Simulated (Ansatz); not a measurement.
# GeH5OSb: the cost of one run

Program: Ansatz 0.2.0. Level of theory: RKS B3LYP-D4/def2-SVP. These are calculated values, not measurements.

### Step 1. The system as given

Bond lengths: O1–Ge2 1.741 Å, Ge2–Sb3 2.582 Å, O1–H4 0.999 Å, Ge2–H5 1.557 Å, Ge2–H6 1.553 Å, Sb3–H7 1.747 Å, Sb3–H8 1.823 Å. Angles: O1–Ge2–Sb3 107.3°, O1–Ge2–H5 110.6°, O1–Ge2–H6 110.0°, Sb3–Ge2–H5 109.2°, Sb3–Ge2–H6 110.3°, H5–Ge2–H6 109.4°, Ge2–O1–H4 103.2°, Ge2–Sb3–H7 92.4°, Ge2–Sb3–H8 91.5°, H7–Sb3–H8 91.3°.

As a file:

```xyz
8

O    -1.8890    0.5029   -0.4616
Ge   -0.2471    0.7389    0.0662
Sb    1.0612   -1.4131   -0.5029
H    -1.7943    0.3723   -1.4471
H     0.3997    1.9429   -0.6796
H    -0.2142    1.0006    1.5963
H     0.3235   -2.2955    0.8125
H     2.4524   -0.9061    0.5604
```

### Step 2. End point A

Input file input.yaml:

```yaml
crystal:
  periodic: [false, false, false]
  atoms:
    - { symbol: O, position_ang: [-1.889, 0.5029, -0.4616] }
    - { symbol: Ge, position_ang: [-0.2471, 0.7389, 0.0662] }
    - { symbol: Sb, position_ang: [1.0612, -1.4131, -0.5029] }
    - { symbol: H, position_ang: [-1.7943, 0.3723, -1.4471] }
    - { symbol: H, position_ang: [0.3997, 1.9429, -0.6796] }
    - { symbol: H, position_ang: [-0.2142, 1.0006, 1.5963] }
    - { symbol: H, position_ang: [0.3235, -2.2955, 0.8125] }
    - { symbol: H, position_ang: [2.4524, -0.9061, 0.5604] }
basis:
  gaussian: { orbitals: def2-SVP }
hamiltonian:
  xc: b3lyp
  dispersion: d4
relax:
  f_tol: 0.015
  max_steps: 40
```

On the command line:

```
$ ansatz run input.yaml --threads 2 --pin off --max-ram 3072MiB --backend cpu --events-out ev --progress --plain --runs-dir out
```

**Question.** How long does this run take on 2 threads of Intel Xeon Platinum 8488C (Sapphire Rapids), shared host, and how much memory does it need?

About 27 s, with a peak of 0.27 GiB.
